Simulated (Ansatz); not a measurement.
# KCl: a single-point run

Wanted: a converged single-point run for KCl, and a check of what comes out. The structure is shown as the input types it.

Program: Ansatz 0.2.0. Level of theory: DFT, LDA, PAW with Ansatz's default frozen-core files, scalar-relativistic; levels and slopes on a fine mesh, independent-particle optical spectra. These are calculated values, not measurements.

### 1 Starting point

It takes space group Fm-3m (No. 225, cubic). Conventional cell: a = 6.079 Å, b = 6.079 Å, c = 6.079 Å, α = 90.00°, β = 90.00°, γ = 90.00°. K (site symmetry m-3m) has 6 Cl at 3.04 Å as nearest neighbours. Cl (site symmetry m-3m) has 6 K at 3.04 Å as nearest neighbours.

As a file:

```xyz
2
Lattice="0.0000 3.0393 3.0393 3.0393 0.0000 3.0393 3.0393 3.0393 0.0000" Properties=species:S:1:pos:R:3 pbc="T T T"
K     0.0000    0.0000    0.0000
Cl    3.0393    3.0393    3.0393
```

### 2 The calculation

File input.yaml:

```yaml
crystal:
  lattice:
    - [0.0, 3.03933426106, 3.03933426106]
    - [3.03933426106, 0.0, 3.03933426106]
    - [3.03933426106, 3.03933426106, 0.0]
  atoms:
    - { symbol: K, position: [0.0, 0.0, 0.0] }
    - { symbol: Cl, position: [0.5, 0.5, 0.5] }
kpoints:
  mp_grid: { grid: [6, 6, 6] }
scf:
  max_iter: 100
hamiltonian:
  xc: lda
  pseudopotentials: { kind: paw }
output:
  forces: true
  stress: true
  eigenvalues: true
  eigenstates:
    nscf_kmesh: { grid: [12, 12, 12] }
    de_dk: true
    e_range: [-9, 15.10735640965]
  optics:
    e_range: [0, 20]
    de: 0.2
    sigma: 0.15
    bands: { spectra_wanted_up_to: 20 }
    nscf_kmesh: { grid: [12, 12, 12] }
checkpoint:
  write: ck
  write_wavefunctions: false
```

Command:

```
> ansatz run input.yaml --threads 1 --pin off --max-ram 3072MiB --backend cpu --events-out ev --progress --plain --runs-dir out
```

What happens when this is run?

The program refused the input before any cycle. Its message: «`scf.occupations.method` is required: fixed only where the cell keeps a band gap throughout the run, explicit beside scf.occupations.values (under evaluate: without them) ...»

The suspect setting: scf.occupations.method is missing. A required setting is missing, and the program won't guess it.

The cure: set scf.occupations.method to fixed.
